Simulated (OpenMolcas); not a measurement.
# Nb⁺: CASSCF terms and fine-structure levels

Which level of Nb⁺ lies lowest, and where do the others fall? The reference wave functions come first, then spin-orbit coupling.

Program: OpenMolcas 26.06. Level of theory: state-averaged CASSCF, spin-orbit coupling by RASSI with atomic mean-field integrals. These are calculated values, not measurements, unless marked.

### 1 The system

```
Species                           : Nb⁺ (niobium, Z = 41, 40 electrons)
Basis                             : ANO-R0 [5s3p2d], 24 functions
Scalar Hamiltonian                : X2C, finite nucleus
Inactive shells                   : 1s 2s 2p 3s 3p 3d 4s 4p
Active space                      : 4 electrons in 5 orbitals (4d)
Some configurations of this space : 4d⁴
Orbitals                          : optimised for each spin and parity, averaged over all roots
```

Outer shells as boxes (Hund's rule):

4d4
```
4d [↑ ][↑ ][↑ ][↑ ][  ]
```

Each step is its own input file, run in one work folder so that later steps find the files of earlier ones. Labels, J, g values, rates, χT and fits are worked out afterwards by a script from the matrices that RASSI stores.

### 2 Basis and integrals

a.inp reads:

```
&GATEWAY
Coord
1

Nb 0.0 0.0 0.0
Basis=ANO-R0
Group=XYZ
NoMove
AngMom=0.0 0.0 0.0
AMFI
&SEWARD
```

Started as:

```sh
> OMP_NUM_THREADS=1 MOLCAS_MEM=2252 MOLCAS_PROJECT=a pymolcas a.inp > a.log
```

### 3 CASSCF: quintets of even parity, 5 roots

a.inp reads:

```
&RASSCF
FileOrb=start.orb
Symmetry=1
Spin=5
nActEl=4 0 0
Inactive=9 9
Ras2=5 0
CIRoot=5 5 1
SDav=5
CIMx=300
Iter=120 100
PrWF=0.3
OrbListing=Nothing
MaxOrb=0
Atom
>>> COPY $Project.JobIph JOB001
```

start.orb holds the contracted functions of the basis, ordered by shell, or the orbitals of the step before.

### 4 CASSCF: triplets of even parity, 45 roots

a.inp reads:

```
&RASSCF
FileOrb=start.orb
Symmetry=1
Spin=3
nActEl=4 0 0
Inactive=9 9
Ras2=5 0
CIRoot=45 45 1
SDav=45
CIMx=300
Iter=120 100
PrWF=0.3
OrbListing=Nothing
MaxOrb=0
Atom
>>> COPY $Project.JobIph JOB002
```

### 5 CASSCF: singlets of even parity, 50 roots

a.inp reads:

```
&RASSCF
FileOrb=start.orb
Symmetry=1
Spin=1
nActEl=4 0 0
Inactive=9 9
Ras2=5 0
CIRoot=50 50 1
SDav=50
CIMx=300
Iter=120 100
PrWF=0.3
OrbListing=Nothing
MaxOrb=0
Atom
>>> COPY $Project.JobIph JOB003
```

### 6 State interaction with spin-orbit coupling

a.inp reads:

```
&RASSI
NrOfJobIphs=3 5 35 35
1 2 3 4 5
1 2 3 4 5 6 7 8 9 10 11 12 13 14 15 16 17 18 19 20 21 22 23 24 25 26 27
28 29 30 31 32 33 34 35
1 2 3 4 5 6 7 8 9 10 11 12 13 14 15 16 17 18 19 20 21 22 23 24 25 26 27
28 29 30 31 32 33 34 35
IphNames
JOB001
JOB002
JOB003
EJob
SpinOrbit
DIPRint=1.0
SOCoupling=1000.0
Subsets=2
MEES
Property=10
'ANGMOM' 1 'ANGMOM' 2 'ANGMOM' 3 'MLTPL  1' 1 'MLTPL  1' 2 'MLTPL  1' 3
'AMFI' 1 'AMFI' 2 'AMFI' 3 'MLTPL  2' 6
SOProperty=3
'ANGMOM' 1 'ANGMOM' 2 'ANGMOM' 3
```

(Steps that only read results are left out.)

**Question.** What will these runs give? Wanted: lowest level; first excited level; lowest level of another term; spin-orbit lowering of the lowest level; strongest of the lines computed, by gA.

The runs gave:

| quantity | value |
| --- | --- |
| method | CASSCF |
| lowest level | 4d⁴ ⁵D₀, 99 % of that term |
| ground level listed by NIST | 5D0 |
| first excited level | 4d⁴ ⁵D₁ at 139 cm⁻¹ |
| lowest level of another term | 4d⁴ ³H₄ at 13122 cm⁻¹ |
| spin-orbit lowering of the lowest level | 797 cm⁻¹ |
| strongest of the lines computed, by gA (one parity, so forbidden lines), at CASSCF energies | 4d⁴ ³F₄ → 4d⁴ ⁵D₄, 707 nm, A = 3.44e-01 s⁻¹ |

What this shows: The multiplet ⁵D is regular; its intervals divided by the larger J differ by 21 % of their mean, where Landé's rule for pure LS coupling makes them equal. The computed levels miss the measured ones by 26 cm⁻¹ on average. These are fine-structure levels alone, which test spin-orbit coupling more than correlation. Only the configurations of the active space and the roots asked for are present. Not all states of the active space went into the spin-orbit step. Levels of other configurations are missing from the list.
